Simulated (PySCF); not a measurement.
# GeH2Me(vinyl) (C₃H₈Ge): electronic structure in real space

For GeH2Me(vinyl) (C₃H₈Ge), the scripts below see where an electron leaves and enters and compute its lowest excited states.

Computed with PySCF 2.14.0. Level: levels as typed in each script, gas phase, geometry from GFN2-xTB.

## (1) The starting structure

12 atoms, charge 0, spin multiplicity 1.

Bond lengths: Ge1–H2 1.504 Å, Ge1–H3 1.507 Å, Ge1–C4 1.970 Å, Ge1–C8 1.951 Å, C4–H5 1.086 Å, C4–H6 1.087 Å, C4–H7 1.087 Å, C8–C9 1.322 Å, C8–H10 1.084 Å, C9–H11 1.079 Å, C9–H12 1.080 Å. Angles: H2–Ge1–H3 106.9°, H2–Ge1–C4 110.6°, H2–Ge1–C8 109.2°, H3–Ge1–C4 109.1°, H3–Ge1–C8 109.3°, C4–Ge1–C8 111.6°, Ge1–C4–H5 110.9°, Ge1–C4–H6 110.6°, Ge1–C4–H7 110.7°, H5–C4–H6 108.3°, H5–C4–H7 108.2°, H6–C4–H7 108.1°, Ge1–C8–C9 124.4°, Ge1–C8–H10 116.7°, C9–C8–H10 118.9°, C8–C9–H11 121.2°, C8–C9–H12 122.8°, H11–C9–H12 116.0°.

Coordinates:

```mol
C3H8Ge
  3D, bonds by distance, orders not assigned

 12 11  0  0  0  0  0  0  0  0999 V2000
   -0.3793   -0.4004    0.0195 Ge  0  0
   -0.2561   -1.1849   -1.2579 H   0  0
   -0.7912   -1.3738    1.0932 H   0  0
   -1.7615    0.9922   -0.1546 C   0  0
   -2.7340    0.5513   -0.3535 H   0  0
   -1.5205    1.6693   -0.9700 H   0  0
   -1.8345    1.5768    0.7592 H   0  0
    1.3581    0.3639    0.4718 C   0  0
    2.4186    0.3276   -0.3174 C   0  0
    1.4371    0.8575    1.4340 H   0  0
    2.3806   -0.1527   -1.2832 H   0  0
    3.3664    0.7679   -0.0439 H   0  0
  1  2  8  0
  1  3  8  0
  1  4  8  0
  1  8  8  0
  4  5  8  0
  4  6  8  0
  4  7  8  0
  8  9  8  0
  8 10  8  0
  9 11  8  0
  9 12  8  0
M  END
```

## (2) Removing and adding an electron (PBE0/def2-svp)

The input, input.py:

```python
import numpy as np
from pyscf import gto, scf, dft
from pyscf.scf import atom_ks, atom_hf
from scipy.linalg import block_diag

def solve(mol, dm0=None, hcore=None):
    mf = (dft.UKS if mol.spin else dft.RKS)(mol, xc='pbe0')
    mf.grids.level = 3
    mf = mf.density_fit(auxbasis='def2-universal-jkfit')
    mf.conv_tol, mf.max_cycle = 1e-8, 80
    if hcore is not None:
        mf.get_hcore = lambda *args: hcore
    mf.kernel(dm0)
    if not mf.converged:
        mf = mf.newton().run(mf.mo_coeff, mf.mo_occ, max_cycle=30)
    assert mf.converged, 'SCF not converged'
    return mf

mol = gto.M(atom='''
Ge    -0.37934    -0.40042     0.01948
H     -0.25611    -1.18491    -1.25789
H     -0.79116    -1.37375     1.09315
C     -1.76147     0.99217    -0.15459
H     -2.73404     0.55126    -0.35349
H     -1.52046     1.66927    -0.97005
H     -1.83450     1.57683     0.75920
C      1.35810     0.36393     0.47176
C      2.41857     0.32758    -0.31738
H      1.43714     0.85749     1.43397
H      2.38062    -0.15270    -1.28318
H      3.36635     0.76790    -0.04392
''', basis='def2-svp', charge=0, spin=0, verbose=4)
mf = solve(mol)
out = dict(e0=mf.e_tot, dm0=mf.make_rdm1(), c=mf.mo_coeff, occ=mf.mo_occ, eps=mf.mo_energy)
for name, dq, spin in [('cation', 1, 1), ('anion', -1, 1)]:
    ion = mol.copy().set(charge=mol.charge + dq, spin=spin).build()
    mi = solve(ion)
    if spin and dq > 0 and mol.nao < 130:
        c, _, stable, _ = mi.stability(return_status=True)
        if not stable:
            mi = solve(ion, mi.make_rdm1(c, mi.mo_occ))
    print(name, 'vertical energy change / eV', (mi.e_tot - mf.e_tot) * 27.211386)
    out.update({'e_' + name: mi.e_tot, 'dm_' + name: mi.make_rdm1(), 's2_' + name: mi.spin_square()[0], 'eps_' + name: mi.mo_energy, 'occ_' + name: mi.mo_occ})
# spherically averaged free atoms, for the promolecule
atm = atom_ks.get_atm_nrks(mol, xc='pbe0')
pro = block_diag(*[(atm[a[0]][2] * atm[a[0]][3]) @ atm[a[0]][2].T for a in mol._atom])
np.savez('result.npz', pro=pro, **out)
```

Started as:

```console
> OMP_NUM_THREADS=1 python input.py
```

## (4) Excited states (HF/def2-tzvp)

The input, input.py:

```python
import numpy as np
from pyscf import gto, scf, dft, tdscf
from pyscf.scf import atom_ks, atom_hf
from scipy.linalg import block_diag

def solve(mol, dm0=None, hcore=None):
    mf = scf.UHF(mol) if mol.spin else scf.RHF(mol)
    mf = mf.density_fit(auxbasis='def2-universal-jkfit')
    mf.conv_tol, mf.max_cycle = 1e-8, 80
    if hcore is not None:
        mf.get_hcore = lambda *args: hcore
    mf.kernel(dm0)
    if not mf.converged:
        mf = mf.newton().run(mf.mo_coeff, mf.mo_occ, max_cycle=30)
    assert mf.converged, 'SCF not converged'
    return mf

mol = gto.M(atom='''
Ge    -0.37934    -0.40042     0.01948
H     -0.25611    -1.18491    -1.25789
H     -0.79116    -1.37375     1.09315
C     -1.76147     0.99217    -0.15459
H     -2.73404     0.55126    -0.35349
H     -1.52046     1.66927    -0.97005
H     -1.83450     1.57683     0.75920
C      1.35810     0.36393     0.47176
C      2.41857     0.32758    -0.31738
H      1.43714     0.85749     1.43397
H      2.38062    -0.15270    -1.28318
H      3.36635     0.76790    -0.04392
''', basis='def2-tzvp', charge=0, spin=0, verbose=4)
mf = solve(mol)
td = mf.TDA()
td.nstates, td.singlet, td.conv_tol = 4, True, 1e-5
td.kernel()
td.analyze()
x, y = np.array([p[0] for p in td.xy]), np.array([p[1] + 0 * p[0] for p in td.xy])
f, mu = td.oscillator_strength(), td.transition_dipole()
nto = [td.get_nto(state=i + 1, verbose=4) for i in range(len(td.e))]
# spherically averaged free atoms, for the promolecule
atm = scf.atom_hf.get_atm_nrhf(mol)
pro = block_diag(*[(atm[a[0]][2] * atm[a[0]][3]) @ atm[a[0]][2].T for a in mol._atom])
np.savez('result.npz', e=td.e, f=f, ok=td.converged, w=[n[0] for n in nto], nto=[n[1] for n in nto], x=x, y=y, c=mf.mo_coeff, occ=mf.mo_occ, eps=mf.mo_energy, pro=pro, mu=mu)
```

(Steps that only read results are left out.)

What does the calculation give? Wanted: vertical ionisation energy; vertical electron affinity; lowest singlet excitation.

As calculated:

| quantity | value |
| --- | --- |
| vertical ionisation energy (PBE0/def2-svp) | 9.78 eV |
| vertical electron affinity (PBE0/def2-svp) | -1.95 eV |
| lowest singlet excitation (HF/def2-tzvp) | 7.60 eV |

In words: The ionisation energy from two SCF runs, 9.78 eV, lies 2.0 eV above −ε(HOMO) = 7.73 eV of the same level, PBE0/def2-svp, since self-interaction lifts this functional's HOMO. All values hold at the given geometry, in the gas phase.
